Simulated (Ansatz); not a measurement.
Working through an all-electron equation of state of ZnS, space group F-43m

Computed with the Ansatz DFT code, driven from Python.

Notebook, run cell by cell (the value of a cell's last expression is shown):

```python
import ansatz as az
from ase.eos import EquationOfState
from ase.units import GPa
import numpy as np
```

```python
SMEARING = "fixed"
FUNCTIONAL = "PBE"
MESH = (6, 6, 6)
```

```python
VECTORS = np.array([
    [0.0, 2.702, 2.702],
    [2.702, 0.0, 2.702],
    [2.702, 2.702, 0.0],
])
SITES = [
    ("Zn", (0.25, 0.25, 0.25)),
    ("S", (0.0, 0.0, 0.0)),
]
```

```python
def make_crystal(cell):
    crystal = az.Crystal(lattice=az.Lattice.of(cell))
    for symbol, position in SITES:
        crystal = crystal.atom(symbol, position)
    return crystal
```

```python
volumes, energies = [], []
for scale in np.linspace(0.92, 1.08, 5):
    cell = VECTORS * scale ** (1 / 3)
    setup = (
        make_crystal(cell).calculation()
        .occupations(SMEARING)
        .functional(FUNCTIONAL)
        .kpoints(*MESH)
        .pseudopotentials("all_electron", lapw=True)
    )
    data = setup.run(threads=1, pin="off").report
    volumes.append(abs(np.linalg.det(cell)) / len(SITES))
    energies.append(data["free_energy_ev"] / len(SITES))
    print(f"{scale:.3f} {volumes[-1]:9.4f} A^3/atom {energies[-1]:16.5f} eV/atom  (estimated basis error {1000 * data['lapw_basis_errors']['total_ev_per_atom']:.2f} meV/atom)")
v0, e0, bulk = EquationOfState(volumes, energies, eos="birchmurnaghan").fit()
print(f"V0 = {v0:.4f} A^3/atom, B0 = {bulk / GPa:.1f} GPa")
```

    0.920   18.1486 A^3/atom     -29868.61390 eV/atom  (estimated basis error 0.11 meV/atom)
    0.960   18.9377 A^3/atom     -29868.64877 eV/atom  (estimated basis error 0.11 meV/atom)
    1.000   19.7268 A^3/atom     -29868.66488 eV/atom  (estimated basis error 0.11 meV/atom)
    1.040   20.5158 A^3/atom     -29868.66586 eV/atom  (estimated basis error 0.11 meV/atom)
    1.080   21.3049 A^3/atom     -29868.65461 eV/atom  (estimated basis error 0.11 meV/atom)
    V0 = 20.1719 A^3/atom, B0 = 69.4 GPa

A third-order Birch-Murnaghan fit through the 5 points has its minimum at 20.17 Å³ an atom, 2.3 % above the typed cell, with a bulk modulus of 69 GPa and dB/dP = 4.4. From that minimum the energy rises by 53.2 meV an atom on the compressed side and 12.5 meV on the expanded side.

Caveats:
- All-electron totals depend on functional, relativistic treatment and basis; only differences at equal settings carry meaning.
- Of the deposited cell: the entry's cell lengths or inner coordinates differ somewhat from later room-temperature determinations.
- The structure is a deposited one; some such entries were measured under pressure or heat, so a shift against it needn't be the functional's error alone.
- Finished in 32 s on 1 thread of Arm Neoverse V2, on a shared host, peak memory 0.34 GiB.
